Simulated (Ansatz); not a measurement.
**BCl3H7NSi2: search for a transition state**

Aim: find the saddle point of a four-centre ligand exchange that is to form B1–N6, Cl2–H5 and break B1–Cl2, H5–N6, prove it by its vibrations, and relax downhill on both sides to see what it joins.

Program: Ansatz 0.2.0, Gaussian basis. Level of theory: PBE0-D4, def2-SVP first, then def2-TZVP. These are calculated values, not measurements.

152 further runs of the same task are left out: 152 set aside as unsound or not needed.

**1. Starting geometry**

The guess: 14 atoms, charge 0, spin multiplicity 1.

Atoms are counted from 1 here; the program's logs count them from 0.

Bond lengths: B1–Cl3 1.727 Å, B1–Cl4 1.727 Å, B1–N6 1.490 Å, Cl2–H5 1.610 Å, H5–N6 1.268 Å, N6–Si7 1.796 Å, N6–Si8 1.796 Å, Si7–H9 1.461 Å, Si7–H10 1.454 Å, Si7–H11 1.459 Å, Si8–H12 1.454 Å, Si8–H13 1.461 Å, Si8–H14 1.459 Å. Angles: Cl3–B1–Cl4 119.9°, Cl3–B1–N6 118.3°, Cl4–B1–N6 118.3°, Cl2–H5–N6 142.5°, B1–N6–H5 86.9°, B1–N6–Si7 114.6°, B1–N6–Si8 114.6°, H5–N6–Si7 105.5°, H5–N6–Si8 105.5°, Si7–N6–Si8 122.1°, N6–Si7–H9 102.5°, N6–Si7–H10 107.9°, N6–Si7–H11 107.8°, H9–Si7–H10 111.6°, H9–Si7–H11 112.0°, H10–Si7–H11 114.2°, N6–Si8–H12 107.9°, N6–Si8–H13 102.5° and more.

Coordinates:

```xyz
14
charge 0, multiplicity 1
B    -0.65610   -0.48370   -1.24220
Cl    1.03840    0.98030   -2.38900
Cl   -0.25570   -2.06770   -1.80040
Cl   -2.16430    0.22970   -1.68680
H     0.78350    0.69070   -0.82640
N     0.04200    0.03640   -0.03320
Si   -0.87980    1.27070    0.89080
Si    1.12650   -1.14780    0.77230
H     0.02230    1.57730    1.99820
H    -1.07580    2.42220    0.02460
H    -2.11780    0.65130    1.35020
H     2.18020   -1.49820   -0.16660
H     1.64550   -0.38380    1.90430
H     0.31100   -2.27750    1.20410
```

Distances that are to change: B1–N6 1.49 Å, Cl2–H5 1.61 Å, B1–Cl2 2.52 Å, H5–N6 1.27 Å.

**2. Constrained relaxation of the guess**

File hold/in.yaml:

```yaml
crystal:
  periodic: [false, false, false]
  atoms:
    - {symbol: B, position_ang: [-0.656100, -0.483700, -1.242200]}
    - {symbol: Cl, position_ang: [1.038400, 0.980300, -2.389000]}
    - {symbol: Cl, position_ang: [-0.255700, -2.067700, -1.800400]}
    - {symbol: Cl, position_ang: [-2.164300, 0.229700, -1.686800]}
    - {symbol: H, position_ang: [0.783500, 0.690700, -0.826400]}
    - {symbol: N, position_ang: [0.042000, 0.036400, -0.033200]}
    - {symbol: Si, position_ang: [-0.879800, 1.270700, 0.890800]}
    - {symbol: Si, position_ang: [1.126500, -1.147800, 0.772300]}
    - {symbol: H, position_ang: [0.022300, 1.577300, 1.998200]}
    - {symbol: H, position_ang: [-1.075800, 2.422200, 0.024600]}
    - {symbol: H, position_ang: [-2.117800, 0.651300, 1.350200]}
    - {symbol: H, position_ang: [2.180200, -1.498200, -0.166600]}
    - {symbol: H, position_ang: [1.645500, -0.383800, 1.904300]}
    - {symbol: H, position_ang: [0.311000, -2.277500, 1.204100]}
basis:
  gaussian: {orbitals: def2-SVP}
hamiltonian: {xc: pbe0, dispersion: d4}
relax: {f_tol: 0.04, max_steps: 150, escape_saddle: false, constraints: [{distance: [0, 5]}, {distance: [1, 4]}, {distance: [0, 1]}, {distance: [4, 5]}]}
```

Run with:

```console
ansatz run in.yaml --threads 4 --pin off --events-out ev --progress --plain --max-ram 66560MiB --backend cuda --devices 0, --max-vram 37GiB
```

Log, cut to the lines that bear on the results:

```text
Functional definition: PBE0
  name "PBE0"
  cite "Adamo & Barone, J. Chem. Phys. 110, 6158 (1999) doi:10.1063/1.478522"
  cite "Perdew, Burke & Ernzerhof, Phys. Rev. Lett. 77, 3865 (1996) doi:10.1103/PhysRevLett.77.3865"
  parent pbe
[...]
1567 factors; integrals over basis functions are off by at most 3.6e-4 eV
[...]
mean field -55567.00956689 eV, -2042.0499369115 hartree, gradient 1.1e-5 eV, S^2 0.000000; 0 other end points of the search recorded, 0 dependent functions left out
[...]
reference -55567.00959614 eV, -2042.0499379862 hartree; 49, 49 occupied and 104, 104 virtual orbitals, 1567 factors
relax step   1: F+E_penalty+E_count = -55567.52263226 eV  Δ(F+E_penalty+E_count) = +0.000e0 eV  max|allowed force component| = 9.455e-1 eV/Å  Δτ_max = 0.0000 Å  (27 SCF iters, accepted)
[...]
relax step   4: F+E_penalty+E_count = -55567.66479344 eV  Δ(F+E_penalty+E_count) = -1.485e-2 eV  max|allowed force component| = 4.973e-2 eV/Å  Δτ_max = 0.0490 Å  (30 SCF iters, accepted)
[...]
relax step   5: F+E_penalty+E_count = -55567.66538843 eV  Δ(F+E_penalty+E_count) = -5.950e-4 eV  max|allowed force component| = 1.075e-2 eV/Å  Δτ_max = 0.0132 Å  (25 SCF iters, accepted)
  distance B 0 - N 5 held at 1.489808 Å   reaction = -4.6183e-1 eV/Å
  distance Cl 1 - H 4 held at 1.609522 Å   reaction = +4.0555e-1 eV/Å
  distance B 0 - Cl 1 held at 2.515905 Å   reaction = +1.0850e-1 eV/Å
[...]
reference -55567.16200951 eV, -2042.0555390743 hartree; 49, 49 occupied and 104, 104 virtual orbitals, 1567 factors
Total energy: -55567.66541804 eV, -2042.0740389967 hartree
Atom 0 at    -0.644335    -0.471006    -1.300696 Å, force    -0.139254    -0.094160    -0.434240 eV/Å
Atom 1 at     1.056377     0.997271    -2.432738 Å, force    -0.149121    -0.145675     0.438790 eV/Å
Atom 2 at    -0.267623    -2.099207    -1.866558 Å, force    -0.000547     0.001613    -0.000580 eV/Å
Atom 3 at    -2.200471     0.227777    -1.751553 Å, force     0.001496    -0.000799    -0.000711 eV/Å
Atom 4 at     0.760668     0.674730    -0.883840 Å, force     0.015846     0.028868    -0.314491 eV/Å
Atom 5 at     0.031913     0.029872    -0.071331 Å, force     0.275550     0.213882     0.300690 eV/Å
Atom 6 at    -0.871415     1.268043     0.908815 Å, force    -0.010322    -0.009508     0.008600 eV/Å
Atom 7 at     1.126454    -1.139904     0.790829 Å, force    -0.010754    -0.008756     0.008759 eV/Å
Atom 8 at     0.031938     1.594612     2.045493 Å, force     0.001858     0.001458    -0.000811 eV/Å
Atom 9 at    -1.101658     2.462636     0.061822 Å, force     0.001510    -0.000375    -0.002212 eV/Å
Atom 10 at    -2.133466     0.667281     1.415021 Å, force     0.004012     0.007616    -0.000240 eV/Å
Atom 11 at     2.216444    -1.533850    -0.133411 Å, force    -0.000248     0.001684    -0.002172 eV/Å
Atom 12 at     1.667887    -0.379478     1.949864 Å, force     0.001797     0.001563    -0.000906 eV/Å
Atom 13 at     0.327186    -2.298876     1.268181 Å, force     0.008177     0.002588    -0.000476 eV/Å
Dipole moment:    -0.109984    -0.138371     0.953403 e Å
```

Wall time 18 s (1 × a share of an NVIDIA H100 with 4 threads of AMD EPYC 7R13, shared host).

Relaxation path:

| step | energy from step 1 (eV) | largest force component (eV/Å) |
| --- | --- | --- |
| 1 | 0.0000 | 0.9455 |
| 2 | -0.1230 | 0.4417 |
| 3 | -0.1273 | 0.2082 |
| 4 | -0.1422 | 0.0497 |
| 5 | -0.1428 | 0.0108 |

Distances of close pairs at the start and the end, largest changes first:

| bond | before (Å) | after (Å) | change (Å) |
| --- | --- | --- | --- |
| B1–Cl3 | 1.727 | 1.764 | +0.038 |
| B1–Cl4 | 1.727 | 1.764 | +0.038 |
| Si8–H12 | 1.454 | 1.482 | +0.028 |
| Si7–H10 | 1.454 | 1.482 | +0.028 |
| Si7–H11 | 1.459 | 1.487 | +0.028 |
| Si8–H14 | 1.459 | 1.487 | +0.028 |
| Si7–H9 | 1.461 | 1.488 | +0.027 |
| Si8–H13 | 1.461 | 1.488 | +0.027 |

**3. A starting Hessian**

File hessian/in.yaml:

```yaml
crystal:
  periodic: [false, false, false]
  atoms:
    - {symbol: B, position_ang: [-0.644335, -0.471006, -1.300696]}
    - {symbol: Cl, position_ang: [1.056377, 0.997271, -2.432738]}
    - {symbol: Cl, position_ang: [-0.267623, -2.099207, -1.866558]}
    - {symbol: Cl, position_ang: [-2.200471, 0.227777, -1.751553]}
    - {symbol: H, position_ang: [0.760668, 0.674730, -0.883840]}
    - {symbol: N, position_ang: [0.031913, 0.029872, -0.071331]}
    - {symbol: Si, position_ang: [-0.871415, 1.268043, 0.908815]}
    - {symbol: Si, position_ang: [1.126454, -1.139904, 0.790829]}
    - {symbol: H, position_ang: [0.031938, 1.594612, 2.045493]}
    - {symbol: H, position_ang: [-1.101658, 2.462636, 0.061822]}
    - {symbol: H, position_ang: [-2.133466, 0.667281, 1.415021]}
    - {symbol: H, position_ang: [2.216444, -1.533850, -0.133411]}
    - {symbol: H, position_ang: [1.667887, -0.379478, 1.949864]}
    - {symbol: H, position_ang: [0.327186, -2.298876, 1.268181]}
basis:
  gaussian: {orbitals: def2-SVP}
hamiltonian: {xc: pbe0, dispersion: d4}
phonons: {}
scf: {lower_state_search: off}
```

Run with:

```console
ansatz run in.yaml --threads 4 --pin off --events-out ev --progress --plain --max-ram 66560MiB --backend cuda --devices 0, --max-vram 37GiB
```

Log, cut to the lines that bear on the results:

```text
[... 5 set-up lines as earlier in the session ...]
[...]
1578 factors; integrals over basis functions are off by at most 2.9e-4 eV
[...]
mean field -55567.16197782 eV, -2042.0555379098 hartree, gradient 8.2e-6 eV, S^2 0.000000; 0 other end points of the search recorded, 0 dependent functions left out
[...]
reference -55567.16200740 eV, -2042.0555389969 hartree; 49, 49 occupied and 104, 104 virtual orbitals, 1578 factors
[... from here to the last solve, the lines of the solves are left out (83 solves) ...]
1578 factors; integrals over basis functions are off by at most 2.9e-4 eV
mean field -55567.16195641 eV, -2042.0555371231 hartree, gradient 8.3e-6 eV, S^2 0.000000; 0 other end points of the search recorded, 0 dependent functions left out
[...]
WARN: phonons: modes at or below zero, which the zero-point energy, F, S and C_V leave out: 1, the lowest at -1032.86 cm⁻¹. A minimum has none, and a first-order saddle one
[...]
Atom 7 at     1.126454    -1.139904     0.790829 Å, force    -0.010771    -0.008728     0.008723 eV/Å
Atom 8 at     0.031938     1.594612     2.045493 Å, force     0.001845     0.001463    -0.000788 eV/Å
Atom 9 at    -1.101658     2.462636     0.061822 Å, force     0.001499    -0.000361    -0.002190 eV/Å
Atom 10 at    -2.133466     0.667281     1.415021 Å, force     0.004017     0.007629    -0.000243 eV/Å
Atom 11 at     2.216444    -1.533850    -0.133411 Å, force    -0.000239     0.001671    -0.002149 eV/Å
Atom 12 at     1.667887    -0.379478     1.949864 Å, force     0.001797     0.001547    -0.000891 eV/Å
Atom 13 at     0.327186    -2.298876     1.268181 Å, force     0.008187     0.002588    -0.000481 eV/Å
Dipole moment:    -0.109986    -0.138370     0.953404 e Å
Vibrations: -1032.86 42.52 119.85 127.14 142.11 147.72 177.27 185.48 229.50 284.74 284.96 333.58 480.80 533.91 628.54 631.71 651.78 744.69 798.77 830.44 917.05 923.44 929.76 946.71 950.71 955.67 988.42 1170.32 1195.29 1439.61 2263.31 2273.56 2276.41 2282.61 2304.65 2306.05 cm⁻¹, [...]
Checks for a lower state left out: stability, starts, cluster_reference, orbital_swaps, neighbouring_geometries, increment
```

Run time: 1.9 min. Hardware: 1 × a share of an NVIDIA H100 with 4 threads of AMD EPYC 7R13, shared host.

The structure is not stationary yet, so these wavenumbers are no spectrum; the search needs only the force constants.

**4. Saddle search in the small basis**

The search itself is an outer loop (partitioned rational-function steps, Bofill update of the Hessian). Each step is one single-point run with forces. It stops when the largest force is under 0.04 eV/Å and the followed curvature is negative. The first step's input:

File presaddle/in.yaml:

```yaml
crystal:
  periodic: [false, false, false]
  atoms:
    - {symbol: B, position_ang: [-0.644335, -0.471006, -1.300696]}
    - {symbol: Cl, position_ang: [1.056377, 0.997271, -2.432738]}
    - {symbol: Cl, position_ang: [-0.267623, -2.099207, -1.866558]}
    - {symbol: Cl, position_ang: [-2.200471, 0.227777, -1.751553]}
    - {symbol: H, position_ang: [0.760668, 0.674730, -0.883840]}
    - {symbol: N, position_ang: [0.031913, 0.029872, -0.071331]}
    - {symbol: Si, position_ang: [-0.871415, 1.268043, 0.908815]}
    - {symbol: Si, position_ang: [1.126454, -1.139904, 0.790829]}
    - {symbol: H, position_ang: [0.031938, 1.594612, 2.045493]}
    - {symbol: H, position_ang: [-1.101658, 2.462636, 0.061822]}
    - {symbol: H, position_ang: [-2.133466, 0.667281, 1.415021]}
    - {symbol: H, position_ang: [2.216444, -1.533850, -0.133411]}
    - {symbol: H, position_ang: [1.667887, -0.379478, 1.949864]}
    - {symbol: H, position_ang: [0.327186, -2.298876, 1.268181]}
basis:
  gaussian: {orbitals: def2-SVP}
hamiltonian: {xc: pbe0, dispersion: d4}
output: {forces: true}
scf: {lower_state_search: off}
```

Run with:

```console
ansatz run in.yaml --threads 4 --pin off --events-out ev --progress --plain --max-ram 66560MiB --backend cpu
```

The driver's record:

| step | energy (eV) | largest force (eV/Å) | followed curvature (eV/Å²) |
| --- | --- | --- | --- |
| 1 | -55567.66537 | 0.4388 | -8.94 |
| 2 | -55567.68977 | 0.1074 | -8.95 |
| 3 | -55567.69030 | 0.0244 | -9.11 |

The 3 steps took 6.1 s in all (4 threads of AMD EPYC 7R13, shared host).

**5. Saddle search in triple zeta**

A small driver takes partitioned rational-function steps: uphill along one mode, downhill along the rest. It calls the program once a step for energy and forces and updates the Hessian by Bofill's formula. It stops when the largest force is under 0.018 eV/Å and the followed curvature is negative. The first step's input:

File saddle/in.yaml:

```yaml
crystal:
  periodic: [false, false, false]
  atoms:
    - {symbol: B, position_ang: [-0.624297, -0.453232, -1.323241]}
    - {symbol: Cl, position_ang: [0.991432, 0.942623, -2.431887]}
    - {symbol: Cl, position_ang: [-0.262462, -2.096945, -1.870082]}
    - {symbol: Cl, position_ang: [-2.197045, 0.233324, -1.755468]}
    - {symbol: H, position_ang: [0.777907, 0.691580, -0.934166]}
    - {symbol: N, position_ang: [0.040849, 0.036798, -0.059670]}
    - {symbol: Si, position_ang: [-0.867433, 1.263599, 0.915163]}
    - {symbol: Si, position_ang: [1.123462, -1.135215, 0.797440]}
    - {symbol: H, position_ang: [0.019247, 1.585248, 2.067553]}
    - {symbol: H, position_ang: [-1.081901, 2.469166, 0.076685]}
    - {symbol: H, position_ang: [-2.144705, 0.681807, 1.406377]}
    - {symbol: H, position_ang: [2.226806, -1.516832, -0.118748]}
    - {symbol: H, position_ang: [1.658682, -0.390711, 1.970840]}
    - {symbol: H, position_ang: [0.339359, -2.311311, 1.259104]}
basis:
  gaussian: {orbitals: def2-TZVP}
hamiltonian: {xc: pbe0, dispersion: d4}
output: {forces: true}
scf: {lower_state_search: off}
```

Run with:

```console
ansatz run in.yaml --threads 4 --pin off --events-out ev --progress --plain --max-ram 66560MiB --backend cpu
```

Step by step:

| step | energy (eV) | largest force (eV/Å) | followed curvature (eV/Å²) |
| --- | --- | --- | --- |
| 1 | -55588.40589 | 0.2046 | -9.11 |
| 2 | -55588.42378 | 0.0271 | -9.11 |
| 3 | -55588.42432 | 0.0156 | -9.19 |

The 3 steps took 21 s in all (4 threads of AMD EPYC 7R13, shared host).

The point found:

| atom | x (Å) | y (Å) | z (Å) |
| --- | --- | --- | --- |
| B1 | -0.64173 | -0.46826 | -1.31309 |
| Cl2 | 1.02192 | 0.96815 | -2.41234 |
| Cl3 | -0.26382 | -2.09109 | -1.87854 |
| Cl4 | -2.19281 | 0.22997 | -1.76334 |
| H5 | 0.75108 | 0.66705 | -0.89009 |
| N6 | 0.03672 | 0.03335 | -0.06172 |
| Si7 | -0.85297 | 1.25441 | 0.91016 |
| Si8 | 1.11610 | -1.11980 | 0.79398 |
| H9 | 0.04164 | 1.57703 | 2.04496 |
| H10 | -1.08274 | 2.44623 | 0.07139 |
| H11 | -2.11311 | 0.66132 | 1.40730 |
| H12 | 2.20495 | -1.51206 | -0.12111 |
| H13 | 1.65046 | -0.36793 | 1.95219 |
| H14 | 0.32421 | -2.27846 | 1.26014 |

Followed mode, largest move set to 1: H5 (0.25, 0.25, -0.93); B1 (-0.33, -0.30, 0.52); Cl2 (0.38, 0.30, 0.29); N6 (-0.25, -0.22, 0.13).

**6. Vibrations at the point found**

File vib/in.yaml:

```yaml
crystal:
  periodic: [false, false, false]
  atoms:
    - {symbol: B, position_ang: [-0.641730, -0.468255, -1.313087]}
    - {symbol: Cl, position_ang: [1.021921, 0.968146, -2.412338]}
    - {symbol: Cl, position_ang: [-0.263824, -2.091092, -1.878536]}
    - {symbol: Cl, position_ang: [-2.192812, 0.229966, -1.763336]}
    - {symbol: H, position_ang: [0.751079, 0.667051, -0.890095]}
    - {symbol: N, position_ang: [0.036718, 0.033348, -0.061717]}
    - {symbol: Si, position_ang: [-0.852967, 1.254414, 0.910162]}
    - {symbol: Si, position_ang: [1.116101, -1.119800, 0.793984]}
    - {symbol: H, position_ang: [0.041643, 1.577032, 2.044961]}
    - {symbol: H, position_ang: [-1.082735, 2.446227, 0.071386]}
    - {symbol: H, position_ang: [-2.113108, 0.661316, 1.407298]}
    - {symbol: H, position_ang: [2.204954, -1.512064, -0.121109]}
    - {symbol: H, position_ang: [1.650455, -0.367930, 1.952190]}
    - {symbol: H, position_ang: [0.324205, -2.278458, 1.260136]}
basis:
  gaussian: {orbitals: def2-TZVP}
hamiltonian: {xc: pbe0, dispersion: d4}
phonons: {temperatures: {t_min: 298.15, t_max: 900, t_step: 200}}
```

Run with:

```console
ansatz run in.yaml --threads 4 --pin off --events-out ev --progress --plain --max-ram 66560MiB --backend cuda --devices 0, --max-vram 37GiB
```

Log, cut to the lines that bear on the results:

```text
[... 5 set-up lines as earlier in the session ...]
[...]
1972 factors; their error is unknown
[...]
mean field -55587.91709894 eV, -2042.8182745425 hartree, gradient 2.1e-5 eV, S^2 0.000000; 0 other end points of the search recorded, 0 dependent functions left out
[...]
reference -55587.91713945 eV, -2042.8182760311 hartree; 49, 49 occupied and 240, 240 virtual orbitals, 1972 factors
[... from here to the last solve, the lines of the solves are left out (83 solves) ...]
1972 factors; their error is unknown
mean field -55587.91707887 eV, -2042.8182738050 hartree, gradient 1.7e-6 eV, S^2 0.000000; 0 other end points of the search recorded, 0 dependent functions left out
[...]
WARN: phonons: modes at or below zero, which the zero-point energy, F, S and C_V leave out: 1, the lowest at -993.27 cm⁻¹. A minimum has none, and a first-order saddle one
[...]
Atom 6 at    -0.852967     1.254414     0.910162 Å, force     0.000150    -0.001881     0.000411 eV/Å
Atom 7 at     1.116101    -1.119800     0.793984 Å, force    -0.001628     0.000338     0.000654 eV/Å
Atom 8 at     0.041643     1.577032     2.044961 Å, force    -0.001519     0.000134     0.003776 eV/Å
Atom 9 at    -1.082735     2.446227     0.071386 Å, force     0.001337     0.003741    -0.000034 eV/Å
Atom 10 at    -2.113108     0.661316     1.407298 Å, force    -0.003404     0.001955    -0.000781 eV/Å
Atom 11 at     2.204954    -1.512064    -0.121109 Å, force     0.003612     0.000648     0.000023 eV/Å
Atom 12 at     1.650455    -0.367930     1.952190 Å, force    -0.000019    -0.001888     0.003245 eV/Å
Atom 13 at     0.324205    -2.278458     1.260136 Å, force     0.001551    -0.003229    -0.001079 eV/Å
Dipole moment:    -0.097002    -0.123179     0.861780 e Å
Vibrations: -993.27 38.02 120.65 130.82 131.35 148.60 171.38 178.52 226.80 281.20 282.26 341.57 479.25 525.78 631.40 641.09 651.79 745.48 804.69 837.72 924.22 931.16 939.70 950.83 955.22 959.41 970.79 1131.42 1141.13 1432.12 2252.78 2264.29 2266.87 2273.63 2291.40 2292.98 cm⁻¹, zero-point [...]
```

Wall time 99 s (1 × a share of an NVIDIA H100 with 4 threads of AMD EPYC 7R13, shared host).

The modes, with what each moves most:

| mode | wavenumber (cm⁻¹) | character |
| --- | --- | --- |
| 1 | 993i | changes Cl2–H5, H5–N6 |
| 2 | 38 | torsion |
| 3 | 121 | torsion with bend |
| 4 | 131 | bend with torsion |
| 5 | 131 | torsion with bend |
| 6 | 149 | torsion |
| 7 | 171 | torsion with bend |
| 8 | 179 | torsion |
| 9 | 227 | torsion with bend |
| 10 | 281 | bend |
| 11 | 282 | bend |
| 12 | 342 | Cl–H and Si–N stretch |
| 13 | 479 | B–Cl stretch with torsion |
| 14 | 526 | torsion with B–Cl stretch |
| 15 | 631 | bend |
| 16 | 641 | bend with Si–N stretch |
| 17 | 652 | bend |
| 18 | 745 | bend |
| 19 | 805 | mixed, led by bend |
| 20 | 838 | Si–N stretch |
| 21 | 924 | bend |
| 22 | 931 | bend with torsion |
| 23 | 940 | bend with torsion |
| 24 | 951 | bend with torsion |
| 25 | 955 | bend |
| 26 | 959 | bend with torsion |
| 27 | 971 | B–Cl stretch with bend |
| 28 | 1131 | B–N stretch |
| 29 | 1141 | bend |
| 30 | 1432 | bend with N–H stretch |
| 31 | 2253 | Si–H stretch |
| 32 | 2264 | Si–H stretch |
| 33 | 2267 | Si–H stretch |
| 34 | 2274 | Si–H stretch |
| 35 | 2291 | Si–H stretch |
| 36 | 2293 | Si–H stretch |

Vibrational sums (real modes only):

| T (K) | entropy (J/mol/K) | heat capacity (J/mol/K) |
| --- | --- | --- |
| 298 | 133.7 | 130.6 |
| 498 | 214.2 | 183.0 |
| 698 | 281.5 | 215.0 |
| 898 | 338.3 | 235.7 |

Modes under 50 cm⁻¹ weigh heavily in the entropy, and the harmonic picture is poor for them.

(Part 1 of 2 ends here.)
